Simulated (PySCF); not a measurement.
# C9H7O2: the cost of one run

Computed with PySCF 2.14.0 and routines of our own; the level stands in each step. Atoms count from 0.

### 1 The starting structure

18 atoms, charge 0, multiplicity 2; geometry from: GFN2-xTB.

### 2 Open-shell or spin-flip excitations: unrestricted TDA PBE0/def2-SVP

Job settings and geometry (Å):

```
{"job": {"kind": "uabs", "xc": "PBE0", "basis": "def2-SVP", "nstates": 10, "tda": true}, "charge": 0, "multiplicity": 2}
C      2.873944    -0.213559     0.685749
C      1.560440    -0.947045     0.788193
O      1.486004    -2.052293     1.275907
C      0.354488    -0.247536     0.260661
C      0.399433     1.034670    -0.312999
C     -0.774771     1.619725    -0.783306
C     -1.981954     0.981794    -0.704371
C     -2.056751    -0.330856    -0.121720
C     -3.218032    -0.983569    -0.027196
O     -4.233793    -1.549494     0.053394
C     -0.844420    -0.918567     0.355840
H      3.663422    -0.832326     1.104916
H      2.820654     0.724123     1.234652
H      3.099816     0.002626    -0.356201
H      1.326178     1.575088    -0.395932
H     -0.732562     2.605271    -1.223741
H     -2.886062     1.440550    -1.070125
H     -0.864794    -1.902284     0.797965
```

With the program's defaults for keys left out, this is: unrestricted TDA PBE0/def2-SVP, vertical, gas phase, core orbitals frozen in the response.

The run is started by

```
> OMP_NUM_THREADS=1 python excited_run.py task.json out
```

This one command runs all jobs of the session in turn.

Q: Estimate the wall time and peak memory of this first job on 1 thread of Arm Neoverse N1, shared host.

About 2.5 min, with a peak of 0.76 GiB.
